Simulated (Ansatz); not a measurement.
# GdO: the cost of one run

Program: Ansatz 0.2.0. Level of theory: DFT PBEsol+U (U_eff = 8 eV on Gd f), plane waves, PAW, no spin–orbit coupling unless a run says so. These are calculated values, not measurements.

### 1 The system as given

Symmetry: F-43m, No. 216, cubic system. Conventional cell: a = 5.400 Å, b = 5.400 Å, c = 5.400 Å, α = 90.00°, β = 90.00°, γ = 90.00°. Around Gd (site symmetry -43m) lie 4 O at 2.34 Å. O (site symmetry -43m) is surrounded by 4 Gd at 2.34 Å.

Coordinates:

```xyz
2
Lattice="0.0000 2.7000 2.7000 2.7000 0.0000 2.7000 2.7000 2.7000 0.0000" Properties=species:S:1:pos:R:3 pbc="T T T"
Gd    0.0000    0.0000    0.0000
O     1.3500    1.3500    1.3500
```

An earlier series on this cell reached its lowest free state from «ferromagnetic start, free, natural orbitals of the symmetric run filled by rank», perhaps among other starts.

### 2 Spin-orbit coupling, direction held

input.yaml reads:

```yaml
crystal:
  lattice:
    - [0.0, 2.7, 2.7]
    - [2.7, 0.0, 2.7]
    - [2.7, 2.7, 0.0]
  atoms:
    - { symbol: Gd, position: [0.0, 0.0, 0.0], spin: 7.0, spin_axis: [0.0, 0.0, 1.0] }
    - { symbol: O, position: [0.25, 0.25, 0.25] }
basis:
  ecutwfc: 420
  ecutrho_ratio: 4
kpoints:
  mp_grid: { grid: [6, 6, 6] }
hamiltonian:
  xc: pbesol
  hubbard:
    sites:
      - { site: 0, l: f, u_eff: 8.0, starting_ns: [{ occupation_matrix: s0 }] }
    occupation_matrices:
      s0:
        spinor_matrix:
          - [[0.97, 0.0], [0.0, 0.0], [0.0, 0.0], [0.0, 0.0], [0.0, 0.0], [0.0, 0.0], [0.0, 0.0], [0.0, 0.0], [0.0, 0.0], [0.0, 0.0], [0.0, 0.0], [0.0, 0.0], [0.0, 0.0], [0.0, 0.0]]
          - [[0.0, 0.0], [0.97, 0.0], [0.0, 0.0], [0.0, 0.0], [0.0, 0.0], [0.0, 0.0], [0.0, 0.0], [0.0, 0.0], [0.0, 0.0], [0.0, 0.0], [0.0, 0.0], [0.0, 0.0], [0.0, 0.0], [0.0, 0.0]]
          - [[0.0, 0.0], [0.0, 0.0], [0.97, 0.0], [0.0, 0.0], [0.0, 0.0], [0.0, 0.0], [0.0, 0.0], [0.0, 0.0], [0.0, 0.0], [0.0, 0.0], [0.0, 0.0], [0.0, 0.0], [0.0, 0.0], [0.0, 0.0]]
          - [[0.0, 0.0], [0.0, 0.0], [0.0, 0.0], [0.97, 0.0], [0.0, 0.0], [0.0, 0.0], [0.0, 0.0], [0.0, 0.0], [0.0, 0.0], [0.0, 0.0], [0.0, 0.0], [0.0, 0.0], [0.0, 0.0], [0.0, 0.0]]
          - [[0.0, 0.0], [0.0, 0.0], [0.0, 0.0], [0.0, 0.0], [0.97, 0.0], [0.0, 0.0], [0.0, 0.0], [0.0, 0.0], [0.0, 0.0], [0.0, 0.0], [0.0, 0.0], [0.0, 0.0], [0.0, 0.0], [0.0, 0.0]]
          - [[0.0, 0.0], [0.0, 0.0], [0.0, 0.0], [0.0, 0.0], [0.0, 0.0], [0.97, 0.0], [0.0, 0.0], [0.0, 0.0], [0.0, 0.0], [0.0, 0.0], [0.0, 0.0], [0.0, 0.0], [0.0, 0.0], [0.0, 0.0]]
          - [[0.0, 0.0], [0.0, 0.0], [0.0, 0.0], [0.0, 0.0], [0.0, 0.0], [0.0, 0.0], [0.97, 0.0], [0.0, 0.0], [0.0, 0.0], [0.0, 0.0], [0.0, 0.0], [0.0, 0.0], [0.0, 0.0], [0.0, 0.0]]
          - [[0.0, 0.0], [0.0, 0.0], [0.0, 0.0], [0.0, 0.0], [0.0, 0.0], [0.0, 0.0], [0.0, 0.0], [0.02, 0.0], [0.0, 0.0], [0.0, 0.0], [0.0, 0.0], [0.0, 0.0], [0.0, 0.0], [0.0, 0.0]]
          - [[0.0, 0.0], [0.0, 0.0], [0.0, 0.0], [0.0, 0.0], [0.0, 0.0], [0.0, 0.0], [0.0, 0.0], [0.0, 0.0], [0.02, 0.0], [0.0, 0.0], [0.0, 0.0], [0.0, 0.0], [0.0, 0.0], [0.0, 0.0]]
          - [[0.0, 0.0], [0.0, 0.0], [0.0, 0.0], [0.0, 0.0], [0.0, 0.0], [0.0, 0.0], [0.0, 0.0], [0.0, 0.0], [0.0, 0.0], [0.02, 0.0], [0.0, 0.0], [0.0, 0.0], [0.0, 0.0], [0.0, 0.0]]
          - [[0.0, 0.0], [0.0, 0.0], [0.0, 0.0], [0.0, 0.0], [0.0, 0.0], [0.0, 0.0], [0.0, 0.0], [0.0, 0.0], [0.0, 0.0], [0.0, 0.0], [0.02, 0.0], [0.0, 0.0], [0.0, 0.0], [0.0, 0.0]]
          - [[0.0, 0.0], [0.0, 0.0], [0.0, 0.0], [0.0, 0.0], [0.0, 0.0], [0.0, 0.0], [0.0, 0.0], [0.0, 0.0], [0.0, 0.0], [0.0, 0.0], [0.0, 0.0], [0.02, 0.0], [0.0, 0.0], [0.0, 0.0]]
          - [[0.0, 0.0], [0.0, 0.0], [0.0, 0.0], [0.0, 0.0], [0.0, 0.0], [0.0, 0.0], [0.0, 0.0], [0.0, 0.0], [0.0, 0.0], [0.0, 0.0], [0.0, 0.0], [0.0, 0.0], [0.02, 0.0], [0.0, 0.0]]
          - [[0.0, 0.0], [0.0, 0.0], [0.0, 0.0], [0.0, 0.0], [0.0, 0.0], [0.0, 0.0], [0.0, 0.0], [0.0, 0.0], [0.0, 0.0], [0.0, 0.0], [0.0, 0.0], [0.0, 0.0], [0.0, 0.0], [0.02, 0.0]]
    ns_hold: { iters: 8 }
scf:
  occupations: { method: gaussian, width: 0.05 }
  lower_state_search: "off"
  max_iter: 150
output:
  forces: true
  stress: true
  eigenvalues: true
  populations: true
  hubbard: { sites: [{ site: 0, l: f }] }
magnetization:
  noncollinear: true
  spin_orbit: true
  spin_locking: { lock_directions: true }
```

At this filling each channel is wholly full or empty, so no choice of orbitals remains. The typed matrices put 0.97 on the chosen orbitals and 0.02 on the others, and are held for 8 cycles. The lock stays on to the end, so the result is a constrained state. This run includes spin–orbit coupling.

Started as:

```
$ ansatz run input.yaml --threads 2 --pin off --max-ram 3072MiB --backend cpu --events-out ev --progress --plain --runs-dir out
```

Q: Estimate wall time and peak memory on 2 threads of Arm Neoverse V1, shared host.

About 47 s, with a peak of 0.58 GiB.
